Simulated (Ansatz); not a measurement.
**C₂F₄O: basis-set convergence**

Aim: see how fast density functionals converge with the basis set for C₂F₄O.

Computed with Ansatz 0.2.0, Gaussian basis. Level: one geometry, several basis sets.

Plan: PBE0-D4/def2-SVP; ωB97M-V/def2-SVP; PBE0-D4/def2-QZVPP; ωB97M-V/def2-QZVPP; the functionals' def2-TZVPP values are taken from earlier runs.

### Step 1. The geometry

An earlier PBE0-D4 in a triple-zeta def2 set relaxation fixed the geometry.

SMILES `O=C(F)C(F)(F)F`, 7 atoms, charge 0, spin multiplicity 1.

Atoms are counted from 1 here; the program's logs count them from 0.

Bond lengths: O1–C2 1.172 Å, C2–F3 1.326 Å, C2–C4 1.542 Å, C4–F5 1.330 Å, C4–F6 1.330 Å, C4–F7 1.318 Å. Angles: O1–C2–F3 124.0°, O1–C2–C4 126.4°, F3–C2–C4 109.5°, C2–C4–F5 109.8°, C2–C4–F6 109.8°, C2–C4–F7 110.2°, F5–C4–F6 108.7°, F5–C4–F7 109.1°, F6–C4–F7 109.1°.

### Step 2. PBE0-D4 in def2-SVP

in.yaml

```yaml
crystal:
  periodic: [false, false, false]
  atoms:
    - {symbol: O, position_ang: [1.064515, -1.394638, 0.698830]}
    - {symbol: C, position_ang: [0.090889, -0.797802, 0.435274]}
    - {symbol: F, position_ang: [-1.133672, -1.202290, 0.743061]}
    - {symbol: C, position_ang: [0.016717, 0.551853, -0.306547]}
    - {symbol: F, position_ang: [-0.698235, 0.415949, -1.419327]}
    - {symbol: F, position_ang: [-0.568649, 1.460376, 0.467953]}
    - {symbol: F, position_ang: [1.228435, 0.966552, -0.619244]}
basis:
  gaussian: {orbitals: def2-SVP}
hamiltonian: {xc: pbe0, dispersion: d4}
output: {orbitals: {seedname: orbitals}}
```

Run with:

```sh
$ ansatz run in.yaml --threads 4 --pin off --events-out ev --progress --plain --max-ram 10444MiB
```

The runs that follow: ωB97M-V in def2-SVP; PBE0-D4 in def2-QZVPP; ωB97M-V in def2-QZVPP.

Before running them: what should the planned runs give, taken together? Wanted: PBE0-D4: double and triple zeta above quadruple; ωB97M-V: double and triple zeta above quadruple.

As calculated:

| quantity | value |
| --- | --- |
| PBE0-D4: double and triple zeta above quadruple | 18.71, 0.75 eV |
| ωB97M-V: double and triple zeta above quadruple | 19.03, 0.70 eV |

What this shows: PBE0-D4 gains 17.97 eV from double to triple zeta, then 0.75 eV more. Total energies overstate the basis error of differences, where much of it tends to cancel.
